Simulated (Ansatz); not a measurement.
**AlCl2F (SMILES [F][Al]([Cl])[Cl]) at 6 levels**

Aim: a comparison of 6 runs (UPBE/STO-3G, revPBE/STO-3G, wB97X/STO-3G, CCSDTQ/STO-3G, CCSD/STO-3G, UCCSD(T)/STO-3G) of AlCl2F. 

Program for the calculation: Ansatz 0.2.0.

61 further runs of the same task are left out: 5 that didn't finish, 56 set aside as unsound or not needed.

### Step 1. Starting point

The species is AlCl2F (4 atoms), meant as a singlet with charge 0. As SMILES, `[F][Al]([Cl])[Cl]`. The Al2–F1 distance was set to 2.449 Å, away from the relaxed value.

Bond lengths: Al2–Cl3 2.065 Å, Al2–Cl4 2.065 Å. Angles: Cl3–Al2–Cl4 121.5°.

### Step 2. A single-point energy at UPBE/STO-3G (run 1)

job.yaml reads:

```yaml
crystal:
  periodic: [false, false, false]
  atoms:
    - {symbol: F, position_ang: [0.128729, 0.571562, 2.476711]}
    - {symbol: Al, position_ang: [0.004800, 0.021530, 0.093600]}
    - {symbol: Cl, position_ang: [1.223040, -1.463690, -0.663450]}
    - {symbol: Cl, position_ang: [-1.315270, 1.053930, -1.112510]}
basis:
  gaussian:
    orbitals: STO-3G
magnetization:
  spin_polarized: true
hamiltonian:
  xc: {name: PBE}
accuracy: high
```

On the command line:

```
$ ansatz run job.yaml --threads 1 --pin off --max-ram 3480MiB --events-out events.jsonl --progress --plain --runs-dir runs
```

The program printed:

```text
Warning: RAYON_NUM_THREADS=1 ignored (pool sized by the plan → 1); use --threads N
Functional definition: PBE
  name "PBE"
  parameter kappa = 0.804
  parameter beta = 0.06672455060314922
  exchange = pbe_x(kappa = kappa, mu = beta*pi^2/3)
  correlation = pbe_c(beta = beta)
580 factors; integrals over basis functions are off by at most 2.6e-8 eV
mean field evaluation 1: about -33941.9669 eV, gradient 2.8e1 eV
mean field evaluation 2: about -33631.0147 eV, gradient 8.1e1 eV
mean field evaluation 4: about -33950.0248 eV, gradient 1.0e1 eV
mean field evaluation 8: about -33950.9662 eV, gradient 4.0e0 eV
mean field evaluation 16: about -33951.0796 eV, gradient 1.0e-3 eV
mean field evaluation 32: about -33951.0535 eV, gradient 1.4e0 eV
mean field evaluation 64: about -33951.0811 eV, gradient 8.9e-2 eV
mean field -33951.08367313 eV, -1247.6793121165 hartree, gradient 3.1e-8 eV, S^2 0.072870; 12 other end points of the search recorded, 0 dependent functions left out
reference -33951.08367481 eV, -1247.6793121781 hartree; 28, 28 occupied and 4, 4 virtual orbitals, 580 factors
Total energy: -33951.08367481 eV, -1247.6793121781 hartree
```

Run time: 9.6 s. Hardware: 1 thread of Arm Neoverse V1, shared host; peak memory 0.16 GiB.

### Step 3. The energy at revPBE/STO-3G (run 2)

molecule.yaml reads:

```yaml
crystal:
  periodic: [false, false, false]
  atoms:
    - symbol: F
      position_ang: [0.128729, 0.571562, 2.476711]
    - symbol: Al
      position_ang: [0.004800, 0.021530, 0.093600]
    - symbol: Cl
      position_ang: [1.223040, -1.463690, -0.663450]
    - symbol: Cl
      position_ang: [-1.315270, 1.053930, -1.112510]
basis:
  gaussian:
    orbitals: STO-3G
hamiltonian:
  xc: {name: revPBE}
accuracy: high
```

On the command line:

```
$ ansatz run molecule.yaml --threads 1 --pin off --max-ram 3480MiB --events-out events.jsonl --progress --plain --runs-dir runs
```

The program printed:

```text
Warning: RAYON_NUM_THREADS=1 ignored (pool sized by the plan → 1); use --threads N
Functional definition: revPBE
  name "revPBE"
  parameter kappa = 1.245
[... 3 set-up lines as earlier in the session ...]
580 factors; integrals over basis functions are off by at most 2.6e-8 eV
mean field evaluation 1: about -33952.8810 eV, gradient 3.9e1 eV
mean field evaluation 2: about -33642.5497 eV, gradient 1.2e2 eV
mean field evaluation 4: about -33961.2145 eV, gradient 1.2e1 eV
mean field evaluation 8: about -33961.9296 eV, gradient 1.8e0 eV
mean field evaluation 16: about -33961.9142 eV, gradient 4.0e-4 eV
mean field -33961.91421639 eV, -1248.0773272402 hartree, gradient 4.3e-8 eV, S^2 0.000000; 0 other end points of the search recorded, 0 dependent functions left out
reference -33961.91421848 eV, -1248.0773273169 hartree; 28, 28 occupied and 4, 4 virtual orbitals, 580 factors
Total energy: -33961.91421848 eV, -1248.0773273169 hartree
```

Run time: 1.8 s. Hardware: 1 thread of Arm Neoverse V1, shared host; peak memory 0.11 GiB.

Run 3 isn't shown in full; the table further down has it.

### Step 4. The energy at CCSDTQ/STO-3G (run 4)

in.yaml reads:

```yaml
basis:
  gaussian: {orbitals: STO-3G}
crystal:
  periodic: [false, false, false]
  atoms:
    - {symbol: F, position_ang: [0.128729, 0.571562, 2.476711]}
    - {symbol: Al, position_ang: [0.004800, 0.021530, 0.093600]}
    - {symbol: Cl, position_ang: [1.223040, -1.463690, -0.663450]}
    - {symbol: Cl, position_ang: [-1.315270, 1.053930, -1.112510]}
correlation: {method: ccsdtq, frozen_orbitals: {Al: 5, Cl: 5, F: 1}}
accuracy: high
scf: {omitted_lower_state_checks: [cluster_reference, increment]}
```

On the command line:

```
$ ansatz run in.yaml --threads 1 --pin off --max-ram 3480MiB --events-out events.jsonl --progress --plain --runs-dir runs
```

The program printed:

```text
Warning: RAYON_NUM_THREADS=1 ignored (pool sized by the plan → 1); use --threads N
[... 11 lines left out ...]
16 core orbitals not correlated: weight in the atoms' cores, before any rotation towards them, 0.999 or more for the frozen orbitals, at most 0.000 for the correlated occupied ones
[... 48 lines left out ...]
WARN: these amplitudes may be one of several solutions (largest doubles amplitude 0.42, level shift 3.36 eV)
Total energy: -33915.31177106 eV, -1246.3647189625 hartree
Checks for a lower state left out: cluster_reference, increment
```

Wall time 29 s (1 thread of Arm Neoverse V1, shared host); peak memory 0.28 GiB.

Run 5 isn't shown in full; the table further down has it.

### Step 5. A single-point energy at UCCSD(T)/STO-3G (run 6)

in.yaml reads:

```yaml
crystal:
  periodic: [false, false, false]
  atoms:
    - {symbol: F, position_ang: [0.128729, 0.571562, 2.476711]}
    - {symbol: Al, position_ang: [0.004800, 0.021530, 0.093600]}
    - {symbol: Cl, position_ang: [1.223040, -1.463690, -0.663450]}
    - {symbol: Cl, position_ang: [-1.315270, 1.053930, -1.112510]}
basis:
  gaussian:
    orbitals: STO-3G
magnetization:
  spin_polarized: true
correlation:
  method: ccsd_t
  frozen_orbitals: {Al: 5, Cl: 5, F: 1}
accuracy: high
scf:
  omitted_lower_state_checks: [cluster_reference, increment]
```

On the command line:

```
$ ansatz run in.yaml --threads 1 --pin off --max-ram 3480MiB --events-out events.jsonl --progress --plain --runs-dir runs
```

The program printed:

```text
Warning: RAYON_NUM_THREADS=1 ignored (pool sized by the plan → 1); use --threads N
[... 15 lines left out ...]
16 core orbitals not correlated: weight in the atoms' cores, before any rotation towards them, 0.999 or more for the frozen orbitals, at most 0.000 for the correlated occupied ones
[... 48 lines left out ...]
Total energy: -33915.26885926 eV, -1246.3631419828 hartree
Checks for a lower state left out: cluster_reference, increment
```

It took 1.6 s on 1 thread of Arm Neoverse V1, shared host; peak memory 0.1 GiB.

### Step 6. The series

```
run            level  frozen core orbitals   energy (Eh)  wall time
  1      UPBE/STO-3G                     –  -1247.679312      9.6 s
  2    revPBE/STO-3G                     –  -1248.077327      1.8 s
  3     wB97X/STO-3G                     –  -1248.306827      8.1 s
  4    CCSDTQ/STO-3G                    16  -1246.364719       29 s
  5      CCSD/STO-3G                    16  -1246.360394      0.4 s
  6  UCCSD(T)/STO-3G                    16  -1246.363142      1.6 s
```

### Step 7. Summary of results

| quantity | value |
| --- | --- |
| run 6: total energy | -1246.36314 Eh |
| run 6: correlation energy (16 core orbitals frozen) | -53.3 mEh |
| run 6: (T) correction | -2.95 mEh |
| run 6: ⟨S²⟩ of the reference determinant | 0.841 |
| run 6: T1 diagnostic | 0.054 |

**Reading.** Totals of different functionals can't be ranked against each other. In runs 4, 5 the log says that unrestricted orbitals would lower the reference, so the values rest on an unstable closed-shell determinant (other closed-shell runs at this shape may share the fault). In runs 1, 2, 3, 4, 5, 6 the basis is minimal, so the values are rough. Spin contamination of the reference: run 6 ⟨S²⟩ = 0.84. Where it is this large, the reference is a mixture of spin states, and values that rest on it are in doubt. All runs together took 50 s, the longest 29 s.
